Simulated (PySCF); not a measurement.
# From one method to the next for ZnSi (triplet)

What do other methods print for ZnSi (triplet)?

Method: method and basis as typed in the scripts; program: PySCF 2.14.0.

7 further runs of the same task are left out: 7 that didn't finish.

## Step 1: Where the work starts

ZnSi (triplet): 2 atoms, charge 0, spin multiplicity 3.

Bond lengths: Zn1–Si2 2.305 Å.

## Step 2: Base script

Contents of input.py:

```python
from pyscf import gto, scf, mp

mol = gto.M(
    atom='Zn 0 0 0; Si 0 0 2.305',
    basis='sbkjc',
    ecp={'Zn': 'sbkjc', 'Si': 'sbkjc'},
    charge=0,
    spin=2,
    symmetry=True,
    verbose=3,
)
mf = scf.UHF(mol)
mf = mf.newton()
mf.kernel()
mp.MP2(mf).kernel()
mf.dip_moment()
print('orbital energies (hartree):', [e[max(0, n-3):n+3].round(4) for e, n in zip(mf.mo_energy, mol.nelec)])
```

Launch:

```sh
> OMP_NUM_THREADS=1 python input.py
```

## Step 3: Population analysis

Run 1 changes step after the SCF: mp2 → analyze.

Edit input.py of step 2 so:

```diff
@@ -1,2 +1,2 @@
-from pyscf import gto, scf, mp
+from pyscf import gto, scf
 
@@ -14,3 +14,3 @@
 mf.kernel()
-mp.MP2(mf).kernel()
+mf.mulliken_pop()
 mf.dip_moment()
```

## Step 4: Gradient

Run 2 changes step after the SCF: mp2 → gradient.

Edit input.py of step 2 so:

```diff
@@ -1,2 +1,2 @@
-from pyscf import gto, scf, mp
+from pyscf import gto, scf
 
@@ -14,3 +14,3 @@
 mf.kernel()
-mp.MP2(mf).kernel()
+mf.nuc_grad_method().kernel()
 mf.dip_moment()
```

## Step 5: Stability test

Run 3 changes step after the SCF: mp2 → stability; point-group symmetry: on → off.

Edit input.py of step 2 so:

```diff
@@ -1,2 +1,2 @@
-from pyscf import gto, scf, mp
+from pyscf import gto, scf
 
@@ -8,3 +8,2 @@
     spin=2,
-    symmetry=True,
     verbose=3,
@@ -14,3 +13,3 @@
 mf.kernel()
-mp.MP2(mf).kernel()
+mf.stability(internal=True, external=True)
 mf.dip_moment()
```

Q: Predict the outcome of this session. Wanted: for each run, E(SCF); from base; SCF dipole; after the SCF.

As calculated:

```
                run  E(SCF) (hartree)  from base (eV)  SCF dipole (D)                                            after the SCF
               base       -224.862154               0            3.54                                MP2 correlation -9.905 eV
population analysis       -224.862154          0.0000            3.54                                                      n/a
           gradient       -224.862154          0.0000            3.54                                                      n/a
     stability test       -224.862154          0.0000            3.54  unstable: internal, real -> complex, UHF/UKS -> GHF/GKS
```

Total energies from different bases, Hamiltonians or methods carry different errors, so properties are taken as differences within one set-up.
